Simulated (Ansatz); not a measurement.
# Sr2SO (P4/mmm) in Ansatz: further runs

One crystal, Sr2SO, is run at these levels: HSE06 form with a typed share of exact exchange; tasks: single point.

Program: Ansatz 0.2.0. These are calculated values, not measurements. Logs are shortened: lines on timing, memory, paths and dates and some standing lists are left out, and cuts for length are marked.

### Step 1. The structure

Symmetry: P4/mmm, No. 123, tetragonal system. Conventional cell: a = 4.043 Å, b = 4.043 Å, c = 5.718 Å, α = 90.00°, β = 90.00°, γ = 90.00°. Sr (site symmetry 4/mmm) has 2 O at 2.86 Å and 4 S at 2.86 Å as nearest neighbours. Sr (site symmetry 4/mmm) has 2 S at 2.86 Å and 4 O at 2.86 Å as nearest neighbours. S (site symmetry 4/mmm) has 6 Sr at 2.86 Å as nearest neighbours. Around O (site symmetry 4/mmm) lie 6 Sr at 2.86 Å.

The cell comes from a database or a generator and needn't be the stable form of this composition.

### Step 2. Single point, HSE06 form with a typed share of exact exchange

Input file input:

```
crystal:
  lattice:
    - [4.043237, 0.0, 0.0]
    - [0.0, 4.043237, 0.0]
    - [0.0, 0.0, 5.718]
  atoms:
    - { symbol: Sr, position: [0.5, 0.5, 0.5] }
    - { symbol: Sr, position: [0.0, 0.0, 0.0] }
    - { symbol: S, position: [0.0, 0.0, 0.5] }
    - { symbol: O, position: [0.5, 0.5, 0.0] }
hamiltonian:
  xc: { exchange: pbe, correlation: pbe, exx: { coeff: 0.05, omega: 0.2 } }
  pseudopotentials: { kind: paw }
kpoints:
  mp_grid: { grid: [4, 4, 3] }
scf:
  occupations: { method: fermi_dirac, width: 0.05 }
output:
  forces: true
  stress: true
  eigenvalues: true
```

Potentials or basis: Ansatz PAW.

The program printed:

```text
Warning: output.stress: scf.convergence.dr2_threshold = 1e-7 eV (the SCF's general default) is looser than the 4e-10 eV advised for a printed stress (1e-10 eV for each atom of the cell: 4). What an SCF threshold leaves in a stress goes as its square root, and in the free energy as the threshold itself, and one threshold admits the most on a small cell: of the crystals measured, under no hybrid functional and no lock of the moments, on runs that ended without the residual-converged pass, on stresses that held no estimate of that error, the worst erred by over 100 MPa in a component at 1e-7 eV an atom and by under 5 at 1e-10. Set scf.convergence.dr2_threshold to 4e-10 eV or tighter. The threshold is an SCF's pass mark: one that does not reach it within its budget of iterations ends unconverged, or closes short of it on a stop that the run arms, and scf.convergence.dr2_threshold's page says what that costs each kind of run
Warning: output.stress: scf.exx.energy_threshold = 1e-6 eV is looser than the 4e-8 eV advised for a stress under a hybrid functional (1e-8 eV for each atom of the cell: 4). Every SCF of the exchange loop can meet its threshold on dr2 while the loop round them stops early: no threshold on dr2 bounds what that leaves in the stress. Set scf.exx.energy_threshold to 4e-8 eV or tighter. The threshold is the loop's pass mark: a loop that does not reach it within its budget of cycles ends unconverged, and scf.exx.energy_threshold's page has the law
GPUs: using 1 of 1 available (devices: 1).
Engine: ansatz 0.2.0, x86_64-unknown-linux-gnu
Pseudopotentials: kind: paw
Pseudopotential: Sr, paw, valence charge 10, recommended cutoff 420 eV (normal), Sr.paw.azcp
Pseudopotential: S, paw, valence charge 6, recommended cutoff 420 eV (normal), S.paw.azcp
Pseudopotential: O, paw, valence charge 6, recommended cutoff 420 eV (normal), O.paw.azcp
Functional definition: unnamed
  parameter a_1 = 0.05
  parameter omega_1 = 0.2/angstrom
  exchange = pbe_x + (-a_1)*pbe_x_sr(omega_1) + a_1*exact_x_sr(omega_1)
  correlation = pbe_c
device memory: the entry about to start is reckoned to put 0.6 GiB on a device that reports 74.8 GiB free (of which the cap on the GPU budget leaves the run 18.0 GiB)
GPU FFT provider: cuFFT
GPU libraries: cuBLAS 13.8.2, cuFFT 12.4.0, cuSOLVER 12.3.4
Crystal: 4 atoms, lattice volume = 93.477 Å³
Basis set: ecut = 420 eV, 1875 PW (Γ), exchange–correlation on 60×60×80 points (8 copies of the dense FFT grid, shifted against one another)
Bands: 20, of which v1, the nominal top of the filled ones, is band 16 counted from 1 (15 counted from 0)
Symmetry: 16 space group operations
Space group: P4/mmm (ITA 123), of the structure as read, at distance tolerance 4.5e-5 Å
k-points: 12 of 48
Non-local potential: Sr, projectors of the file, l = 0: 3, l = 1: 2, l = 2: 2
Non-local potential: S, projectors of the file, l = 0: 2, l = 1: 2, l = 2: 2
Non-local potential: O, projectors of the file, l = 0: 2, l = 1: 2, l = 2: 1
PAW form: soft (Blöchl's): semilocal exchange-correlation on the pseudo side does not see the compensation charge
PAW frozen core: Sr, regenerated for the run's functional, and the local potential with it (the file was generated under x = pbe(κ = 0.804, μ = 0.2195149727645171), c = pbe(β = 0.06672455060314922))
PAW frozen core: S, regenerated for the run's functional, and the local potential with it (the file was generated under x = pbe(κ = 0.804, μ = 0.2195149727645171), c = pbe(β = 0.06672455060314922))
PAW frozen core: O, regenerated for the run's functional, and the local potential with it (the file was generated under x = pbe(κ = 0.804, μ = 0.2195149727645171), c = pbe(β = 0.06672455060314922))
PAW one-centre angular grid: Sr, 110 points (default); XC on 64 Gauss nodes
PAW one-centre angular grid: S, 110 points (default); XC on 64 Gauss nodes
PAW one-centre angular grid: O, 110 points (default); XC on 96 Gauss nodes
Initial density: superposition of atomic densities (neutral atoms: chi_scale 0, normalization atom), corrected by the library's trained network
Initial wavefunctions: pseudopotential atomic-orbital guess
GPU buffer pool allocated for 36000 grid points (all kernels)
GPU transforms: local potential and band sums: pruned to the plane-wave sphere, on 27×27×40
Functional: x = pbe(κ = 0.804, μ = 0.2195149727645171), c = pbe(β = 0.06672455060314922), warm-up for x = pbe(κ = 0.804, μ = 0.2195149727645171) + 0.05 (exact − pbe) at short range (hse, ω = 0.2 Å⁻¹), c = pbe(β = 0.06672455060314922)
SCF iter   1: F=—  HF=-8564.326970 eV  |F-HF|=—  |Δ(HF+E_count)|=         —  Δρ=1.04e-3  dr2=2.09e-3  ethr=1.77e-3  ⟨swp⟩=13.2  Hψ=1272  notcnv=2
preconditioner: auto → none  [insulator: Δε(μ)=2.379 eV  Ē_g=13.793 eV  σ=0.050 eV  W_gap=1.00  n_scr=20 (ndim 8)  ℏωp=20.3 eV  f_vac=0.000  D(μ)=0.00/eV (n_scr^D=0)]
iter 2 solved again at ethr=4.04e-7 eV; its pass at ethr=6.53e-6 eV (dr2=1.29e-4 eV) is discarded
SCF iter   2: F=-8564.327866 eV  HF=-8564.327770 eV  |F-HF|=9.68e-5  |Δ(HF+E_count)|=   8.00e-4  Δρ=3.93e-4  dr2=1.30e-4  ethr=4.04e-7  ⟨swp⟩=3.0  Hψ=1295  notcnv=0  defer=1
SCF 1 stopped early in 2 iterations: F = -8564.327866 eV  dr2 = 1.30e-4
device memory: the entry about to start is reckoned to put 1.2 GiB on a device that reports 72.1 GiB free (of which the cap on the GPU budget leaves the run 18.0 GiB)
GPU FFT provider: cuFFT
GPU libraries: cuBLAS 13.8.2, cuFFT 12.4.0, cuSOLVER 12.3.4
Initial density: handed on by an earlier stage of this run
Initial wavefunctions: those handed on with the density
GPU buffer pool allocated for 36000 grid points (all kernels)
GPU transforms: local potential and band sums: pruned to the plane-wave sphere, on 27×27×40
Functional: x = pbe(κ = 0.804, μ = 0.2195149727645171) + 0.05 (exact − pbe) at short range (hse, ω = 0.2 Å⁻¹), c = pbe(β = 0.06672455060314922)
Exchange kernel: α = 0.0500, screened, ω = 0.2000 Å⁻¹, Wigner–Seitz truncation, v(0) = 1116.7969 eV·Å³, q-mesh 4×4×3, nearest image of the exchange supercell L = 16.17 Å, pair-density grid 24×24×27, without the augmentation charges, whose exchange is taken in its separable form by FFT convolution over the k-point mesh (sized by the pseudopotential files, 30×30×40 at the most), smooth part of the exact exchange by density-matrix convolution in up to 2.07 GiB of GPU memory as planned if the GPU has room (build and FFT work areas not counted)
Frozen-core exchange: fock
SCF iter   1: F=—  HF=-8565.428751 eV  |F-HF|=—  |Δ(HF+E_count)|=         —  Δρ=1.57e-3  dr2=4.71e-3  ethr=4.05e-6  ⟨swp⟩=6.1  Hψ=938  notcnv=0
preconditioner: auto → none  [insulator: Δε(μ)=2.521 eV  Ē_g=14.176 eV  σ=0.050 eV  W_gap=1.00  n_scr=20 (ndim 8)  ℏωp=20.3 eV  f_vac=0.000  D(μ)=0.00/eV (n_scr^D=0)]
SCF iter   2: F=—  HF=-8565.429058 eV  |F-HF|=—  |Δ(HF+E_count)|=   3.07e-4  Δρ=2.81e-3  dr2=6.91e-3  ethr=4.05e-6  ⟨swp⟩=5.0  Hψ=616  notcnv=0
SCF iter   3: F=—  HF=-8565.427827 eV  |F-HF|=—  |Δ(HF+E_count)|=   1.23e-3  Δρ=5.59e-4  dr2=1.43e-4  ethr=4.05e-6  ⟨swp⟩=4.8  Hψ=539  notcnv=0
SCF iter   4: F=—  HF=-8565.427915 eV  |F-HF|=—  |Δ(HF+E_count)|=   8.79e-5  Δρ=6.84e-5  dr2=3.92e-6  ethr=4.38e-7  ⟨swp⟩=3.6  Hψ=489  notcnv=0
SCF iter   5: F=—  HF=-8565.427917 eV  |F-HF|=—  |Δ(HF+E_count)|=   1.73e-6  Δρ=2.74e-5  dr2=5.16e-7  ethr=1.20e-8  ⟨swp⟩=5.0  Hψ=685  notcnv=0  defer=2
SCF iter   6: F=—  HF=-8565.427917 eV  |F-HF|=—  |Δ(HF+E_count)|=   1.84e-7  Δρ=7.40e-6  dr2=1.11e-7  ethr=1.32e-9  ⟨swp⟩=4.1  Hψ=599  notcnv=0  defer=5
SCF iter   7: F=-8565.427917 eV  HF=-8565.427917 eV  |F-HF|=2.20e-9  |Δ(HF+E_count)|=   1.60e-8  Δρ=1.96e-6  dr2=2.60e-8  ethr=2.78e-10  ⟨swp⟩=4.8  Hψ=587  notcnv=0  defer=6
SCF 2 converged in 7 iterations: F = -8565.427917 eV  dr2 = 2.60e-8
hybrid outer 1: dexx = +9.707e-5 eV, tail = 6.84e-8 eV
GPU FFT provider: cuFFT
GPU libraries: cuBLAS 13.8.2, cuFFT 12.4.0, cuSOLVER 12.3.4
GPU buffer pool allocated for 36000 grid points (all kernels)
GPU transforms: local potential and band sums: pruned to the plane-wave sphere, on 27×27×40
Exchange kernel: α = 0.0500, screened, ω = 0.2000 Å⁻¹, Wigner–Seitz truncation, v(0) = 1116.7969 eV·Å³, q-mesh 4×4×3, nearest image of the exchange supercell L = 16.17 Å, pair-density grid 24×24×27, without the augmentation charges, whose exchange is taken in its separable form by FFT convolution over the k-point mesh (sized by the pseudopotential files, 30×30×40 at the most), smooth part of the exact exchange by density-matrix convolution in up to 2.07 GiB of GPU memory as planned if the GPU has room (build and FFT work areas not counted)
Frozen-core exchange: fock
SCF iter   1: F=—  HF=-8565.427917 eV  |F-HF|=—  |Δ(HF+E_count)|=         —  Δρ=1.32e-5  dr2=1.32e-7  ethr=1.07e-9  ⟨swp⟩=8.8  Hψ=744  notcnv=0
preconditioner: auto → none  [insulator: Δε(μ)=2.451 eV  Ē_g=14.173 eV  σ=0.050 eV  W_gap=1.00  n_scr=20 (ndim 8)  ℏωp=20.3 eV  f_vac=0.000  D(μ)=0.00/eV (n_scr^D=0)]
SCF iter   2: F=-8565.427917 eV  HF=-8565.427917 eV  |F-HF|=7.64e-11  |Δ(HF+E_count)|=   2.67e-8  Δρ=1.09e-6  dr2=5.19e-10  ethr=4.11e-10  ⟨swp⟩=3.8  Hψ=489  notcnv=0
SCF 3 converged in 2 iterations: F = -8565.427917 eV  dr2 = 5.19e-10
  Residual-converged pass: ⟨swp⟩=4.1  Hψ=631  notcnv=0  max |occ|·‖R‖ = 2.4e-6 eV (tolerance 2.4e-6 eV)  dr2=3.37e-10  dr2_onsite=3.05e-11  max |Δocc| = 2.4e-20
hybrid outer 2: dexx = +6.281e-10 eV, tail = 1.11e-9 eV, Δε = 1.18e-4 eV (about 1.58e-5 eV left of the loop's levels)
hybrid SCF converged: 2 outer / 9 inner (+2 warm-up), last move |dexx| = 6.28e-10 eV, tail = 1.11e-9 eV
Stability not checked: this state was not tested for a lower state beside it, because the functional holds exact exchange (a hybrid, or Hartree-Fock), whose exchange loop this test does not read (fock_operator; see scf.lower_state_search)
Free energy (F): -8565.427917 eV
Frozen-core exchange: fock
Harris-Foulkes:  -8565.427917 eV  (|F-HF|=7.64e-11)
Internal energy: -8565.427917 eV  (E = F + TS)
E sigma→0 (E₀):  -8565.427917 eV
Fermi energy:    7.507041 eV
--- Per-component energies (eV) ---
  E_band       = -189.896601
  E_kinetic    = 773.375581
  E_local      = -1698.717055  (includes V_loc(G=0)·N_el)
  E_nonlocal   = 479.761464
  E_hartree    = 448.199344
  E_xc         = -499.516450
  E_vxc        = -488.702223  (∫ρ·V_xc dr)
  E_exx        = -15.537155  (= α·E_x^exact, valence–valence)
  E_paw        = -6153.246255  (= ΣΔE_a)
  E_vpaw       = -120.940867  (= ΣTr[D̂ρ^β])
  E_aug_tail   = 0.002347  (compensation charges beyond the density's cutoff)
  E_ewald      = -1899.577497
  E_core_change = -0.172239  (= ΣΔE_core)
  E_smearing   = -0.000000  (= −TS)
  E_closure    = -0.000002  (closes the sum)
  Σ components = -8565.427917   (vs F -8565.427917, Δ=-1.82e-12)
--- Forces (eV/Å), atoms counted from 1 ---
  atom   1  Sr     0.00000000     0.00000000     0.00000000
  atom   2  Sr    -0.00000000    -0.00000000     0.00000000
  atom   3  S      0.00000000     0.00000000     0.00000000
  atom   4  O      0.00000000     0.00000000     0.00000000
  max |Σ_I F_I| component: 3.18e-27 eV/Å
--- Stress (GPa, compression-positive) ---
       -0.412720       0.000000       0.000000
        0.000000      -0.412720       0.000000
        0.000000       0.000000      -0.283254
  P = ⅓ Tr σ = -0.3696 GPa (-3.696 kbar)
--- Band table (eV; the first three rows and the last of 12) ---
  k-point 0: bands = ["-27.6469", "-27.5710", "-9.7071", "-9.4480", "-9.4480", "-9.2562", "-9.2562", "-9.2377", "-8.6681", "-5.3873", "4.8159", "5.5633", "5.5633", "6.2102", "6.2517", "6.2517", "8.7022", "9.4063", "11.1436", "11.1436"]
  k-point 1: bands = ["-27.6405", "-27.5770", "-9.7369", "-9.5365", "-9.4220", "-9.4220", "-9.2822", "-9.2822", "-8.3765", "-5.1078", "4.0656", "5.4903", "5.4991", "5.4991", "6.1714", "6.1714", "8.9483", "10.3612", "10.8436", "12.0404"]
  k-point 2: bands = ["-27.6374", "-27.5680", "-9.6980", "-9.6527", "-9.6241", "-9.4080", "-9.2714", "-9.2570", "-8.3190", "-4.9752", "4.3136", "4.8445", "4.9920", "5.5448", "5.9521", "6.0353", "10.0679", "10.6667", "10.8531", "11.5832"]
  k-point 11: bands = ["-27.6171", "-27.5524", "-9.6552", "-9.6552", "-9.6442", "-9.5212", "-9.4428", "-9.4428", "-8.3512", "-4.9074", "4.4820", "4.6746", "4.6746", "5.6780", "5.7597", "5.7597", "10.0175", "10.0175", "12.7190", "12.9149"]
```

It took 8.1 s on 1 × NVIDIA H100 80GB HBM3 with 2 threads of AMD EPYC 7R13 (Zen 3), shared host; peak memory 1.9 GiB.

Results:

```
Free energy            : -8565.4279 eV
Pressure               : -0.4 GPa
Band gap on the k mesh : 2.45 eV, direct
```

Levels at points of the mesh, in eV from the valence-band top:
| k point | band 13 | band 14 | band 15 | band 16 | band 17 | band 18 | band 19 | band 20 |
| --- | --- | --- | --- | --- | --- | --- | --- | --- |
| (0.00, 0.00, 0.00) | -0.69 | -0.04 | 0.00 | 0.00 | 2.45 | 3.15 | 4.89 | 4.89 |
| (0.00, -0.50, 0.00) | -1.36 | -1.20 | -0.55 | -0.43 | 4.59 | 5.62 | 5.97 | 6.10 |
| (-0.50, -0.50, 0.00) | -0.88 | -0.27 | -0.27 | -0.14 | 2.65 | 2.65 | 5.78 | 6.64 |

Caveat: odd divisions of the mesh miss points on the zone boundary, where band edges often lie, so the gap on the mesh can be too wide; the PAW data sets come from PBE, with cores solved anew for the run's functional, which leaves a small shift of forces and pressure; the thresholds are loose for stress. A k mesh can miss the band edges.

### Step 3. Single point, HSE06 form with a typed share of exact exchange

input: that of step 2 with these lines changed.

```diff
@@ -11,3 +11,3 @@
 hamiltonian:
-  xc: { exchange: pbe, correlation: pbe, exx: { coeff: 0.05, omega: 0.2 } }
+  xc: { exchange: pbe, correlation: pbe, exx: { coeff: 0.1, omega: 0.2 } }
   pseudopotentials: { kind: paw }
@@ -21 +21,5 @@
   eigenvalues: true
+  write_density: true
+  write_potential: true
+  elf: true
+  volumetric_format: npy
```

Potentials or basis: Ansatz PAW.

The program printed:

```text
Warning: output.stress: scf.convergence.dr2_threshold = 1e-7 eV (the SCF's general default) is looser than the 4e-10 eV advised for a printed stress (1e-10 eV for each atom of the cell: 4). What an SCF threshold leaves in a stress goes as its square root, and in the free energy as the threshold itself, and one threshold admits the most on a small cell: of the crystals measured, under no hybrid functional and no lock of the moments, on runs that ended without the residual-converged pass, on stresses that held no estimate of that error, the worst erred by over 100 MPa in a component at 1e-7 eV an atom and by under 5 at 1e-10. Set scf.convergence.dr2_threshold to 4e-10 eV or tighter. The threshold is an SCF's pass mark: one that does not reach it within its budget of iterations ends unconverged, or closes short of it on a stop that the run arms, and scf.convergence.dr2_threshold's page says what that costs each kind of run
Warning: output.stress: scf.exx.energy_threshold = 1e-6 eV is looser than the 4e-8 eV advised for a stress under a hybrid functional (1e-8 eV for each atom of the cell: 4). Every SCF of the exchange loop can meet its threshold on dr2 while the loop round them stops early: no threshold on dr2 bounds what that leaves in the stress. Set scf.exx.energy_threshold to 4e-8 eV or tighter. The threshold is the loop's pass mark: a loop that does not reach it within its budget of cycles ends unconverged, and scf.exx.energy_threshold's page has the law
GPUs: using 1 of 1 available (devices: 1).
[... 6 set-up lines as earlier in the session ...]
  parameter a_1 = 0.1
[... 3 set-up lines as earlier in the session ...]
[... 78 lines left out ...]
  E_paw        = -6159.714474  (= ΣΔE_a)
  E_vpaw       = -121.049473  (= ΣTr[D̂ρ^β])
  E_aug_tail   = 0.002343  (compensation charges beyond the density's cutoff)
  E_ewald      = -1899.577497
  E_core_change = -0.344770  (= ΣΔE_core)
  E_smearing   = -0.000000  (= −TS)
  E_closure    = 0.000002  (closes the sum)
  Σ components = -8566.535519   (vs F -8566.535519, Δ=0.00e0)
--- Forces (eV/Å), atoms counted from 1 ---
  atom   1  Sr    -0.00000000    -0.00000000     0.00000000
  atom   2  Sr     0.00000000     0.00000000     0.00000000
  atom   3  S      0.00000000     0.00000000     0.00000000
  atom   4  O      0.00000000     0.00000000     0.00000000
  max |Σ_I F_I| component: 1.51e-27 eV/Å
--- Stress (GPa, compression-positive) ---
       -0.616492       0.000000       0.000000
        0.000000      -0.616492       0.000000
        0.000000       0.000000      -0.483326
  P = ⅓ Tr σ = -0.5721 GPa (-5.721 kbar)
--- Band table (eV; the first three rows and the last of 12) ---
  k-point 0: bands = ["-28.2377", "-28.1643", "-10.0532", "-9.7919", "-9.7919", "-9.5926", "-9.5926", "-9.5761", "-9.1458", "-5.7590", "4.6396", "5.4090", "5.4090", "6.0359", "6.0733", "6.0733", "8.7659", "9.4824", "11.2487", "11.2487"]
  k-point 1: bands = ["-28.2308", "-28.1709", "-10.0924", "-9.9117", "-9.7663", "-9.7663", "-9.6181", "-9.6181", "-8.8110", "-5.4699", "3.8916", "5.3029", "5.3476", "5.3476", "5.9901", "5.9901", "9.0142", "10.4473", "10.9449", "12.1491"]
  k-point 2: bands = ["-28.2278", "-28.1616", "-10.0648", "-9.9977", "-9.9918", "-9.7509", "-9.6101", "-9.5927", "-8.7506", "-5.3337", "4.1481", "4.6746", "4.8351", "5.3607", "5.7686", "5.8579", "10.1457", "10.7529", "10.9472", "11.6942"]
  k-point 11: bands = ["-28.2069", "-28.1460", "-10.0037", "-10.0037", "-9.9922", "-9.9007", "-9.7809", "-9.7809", "-8.7859", "-5.2649", "4.3165", "4.5043", "4.5043", "5.4889", "5.5736", "5.5736", "10.0964", "10.0964", "12.8436", "13.0387"]
```

v_z.tsv:

```text
# z_ang	v_es[eV]	v_tot[eV]
# format = ansatz-planar-average/11
# xc	{"exchange":"pbe","correlation":"pbe","exx":{"coeff":0.1,"omega":0.2}}
# density_cutoff_ev	1680
# datasets	Sr=:simpson_from_first_knot:soft:fock:shift=0	S=:simpson_from_first_knot:soft:fock:shift=0	O=:simpson_from_first_knot:soft:fock:shift=0
# lattice	4.043237000	0.000000000	0.000000000
# lattice	0.000000000	4.043237000	0.000000000
# lattice	0.000000000	0.000000000	5.718000000
# sites	4
# site	38	2.021618500	2.021618500	2.859000000
# site	38	0.000000000	0.000000000	0.000000000
# site	16	0.000000000	0.000000000	2.859000000
# site	8	2.021618500	2.021618500	0.000000000
0.000000	-7.813619e0	-1.906298e1
0.142950	-6.867846e0	-1.795481e1
0.285900	-4.265906e0	-1.485811e1
0.428850	-7.111303e-1	-1.057375e1
0.571800	3.002925e0	-5.948697e0
0.714750	5.891449e0	-2.105890e0
[... 32 lines left out ...]
5.432100	-4.265906e0	-1.485811e1
5.575050	-6.867846e0	-1.795481e1
```

It took 7.5 s on 1 × NVIDIA H100 80GB HBM3 with 2 threads of AMD EPYC 7R13 (Zen 3), shared host; peak memory 1.9 GiB.

What came out:

- Free energy: -8566.5355 eV
- Pressure: -0.6 GPa
- Band gap on the k mesh: 2.69 eV, direct

Stress tensor (GPa, compression positive):
```
-0.62  0.00  0.00
 0.00 -0.62  0.00
 0.00  0.00 -0.48
```

Caveat: odd divisions of the mesh miss points on the zone boundary, where band edges often lie, so the gap on the mesh can be too wide; the PAW data sets come from PBE, with cores solved anew for the run's functional, which leaves a small shift of forces and pressure; the thresholds are loose for stress. A k mesh can miss the band edges.

[end of part 1 of 2]
